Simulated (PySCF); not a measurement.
# F3H2OPb (Pb(F)3(H2O)-): the cost of one run

Method: PBE0, Pb def2-SVP with ECP60, F def2-SVP, O def2-SVP, H def2-SVP; scalar-relativistic core potentials, no spin–orbit coupling; program: PySCF 2.14.0.

1 further run of the same task is left out (for a known fault of the program).

**1. The system as given**

7 atoms, charge -1, spin multiplicity 1.

Bond lengths: Pb1–F2 2.073 Å, Pb1–F3 2.073 Å, Pb1–F4 2.073 Å, Pb1–O5 2.430 Å, O5–H6 0.970 Å, O5–H7 0.970 Å. Angles: F2–Pb1–F3 109.5°, F2–Pb1–F4 109.5°, F2–Pb1–O5 109.5°, F3–Pb1–F4 109.5°, F3–Pb1–O5 109.5°, F4–Pb1–O5 109.5°, Pb1–O5–H6 127.5°, Pb1–O5–H7 127.5°, H6–O5–H7 105.1°.

Geometry (Å):

```xyz
7
charge -1, multiplicity 1
Pb    0.00000    0.00000    0.00000
F     1.19660    1.19660    1.19660
F    -1.19660   -1.19660    1.19660
F     1.19660   -1.19660   -1.19660
O    -1.40300    1.40300   -1.40300
H    -1.74360    2.28810   -1.19910
H    -1.74360    1.19910   -2.28810
```

Formal oxidation states: Pb +2.

**2. SCF at the start, singlet**

Input file run.py (the lines that set the calculation):

```python
mol = gto.M(atom='''
Pb     0.00000     0.00000     0.00000
F      1.19660     1.19660     1.19660
F     -1.19660    -1.19660     1.19660
F      1.19660    -1.19660    -1.19660
O     -1.40300     1.40300    -1.40300
H     -1.74360     2.28810    -1.19910
H     -1.74360     1.19910    -2.28810''',
    basis={'Pb': 'def2-SVP', 'F': 'def2-SVP', 'O': 'def2-SVP', 'H': 'def2-SVP'},
    ecp={'Pb': 'def2-SVP'},
    charge=-1, spin=0)
mf = dft.RKS(mol, xc='PBE0')
mf.grids.atom_grid = (50, 194)
mf = mf.density_fit()  # fitting sets: Pb def2-universal-JKFIT, F def2-universal-JKFIT, O def2-universal-JKFIT, H def2-universal-JKFIT
mf.conv_tol = 1e-08; mf.max_cycle = 55
mf.kernel(dm0)  # dm0: free metal ions and neutral atoms
```

On the command line:

```
OMP_NUM_THREADS=2 python run.py
```

**Question.** How long does this run take on 2 threads of Arm Neoverse V1, shared host, and how much memory does it need?

About 2 s, with a peak of 0.45 GiB.
